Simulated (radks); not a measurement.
# K in [Ar] 4s1: an all-electron calculation

An exercise on one series of results from a longer session: the logs are not shown, and one member is left open.

The numbers are computed with radks (a radial shooting solver on a logarithmic mesh, Libxc functionals) version 1 (non-relativistic Kohn-Sham, PBE, spin-polarised, spherical densities, point nucleus; open shells are filled with parallel spins first), except any that are marked as measured or tabulated.

**What is computed**

| Property | Result |
| --- | --- |
| element | potassium (Z = 19) |
| charge | 0 |
| electrons | 19 |
| configuration | [Ar] 4s1 |

Outer shells as boxes (Hund's rule):

K
```
[Ar] core
4s [↑ ]
```

Set-up of the first run:

Settings of this run:

```text
Z 19
configuration [Ar] 4s1 3d0 4p0
relativity non-relativistic
functional pbe,pbe
spin polarised
nucleus point
```

One table of the session follows, with a row left open; its other results are not shown here.

It belongs to the step «Shells». Sizes of the orbitals, from the radial functions (bohr):

```
  level      <r>  outermost maximum (interpolated)  90 % within  nodes
  1s up  0.08155                            0.0535        0.145      0
1s down  0.08155                            0.0535        0.145      0
  2s up   0.3900                             0.320        0.608      1
2s down   0.3900                             0.320        0.608      1
  2p up   0.3514                             0.263        0.580      0
2p down   0.3514                             0.263        0.580      0
  3s up    1.276                              1.08         1.92      2
3s down    1.274                              1.08         1.92      2
  3p up    1.438                              1.16         2.25      1
3p down        ?                                 ?            ?      ?
  4s up    4.947                              4.19         7.47      3
  4p up    6.873                              5.48         10.6      2
```

**Question.** Estimate the row for 3p down.

As computed: <r>: 1.433; outermost maximum (interpolated): 1.16; 90 % within: 2.24; nodes: 1. In the column «<r>» it lies between 3s up (1.276) and 3p up (1.438).
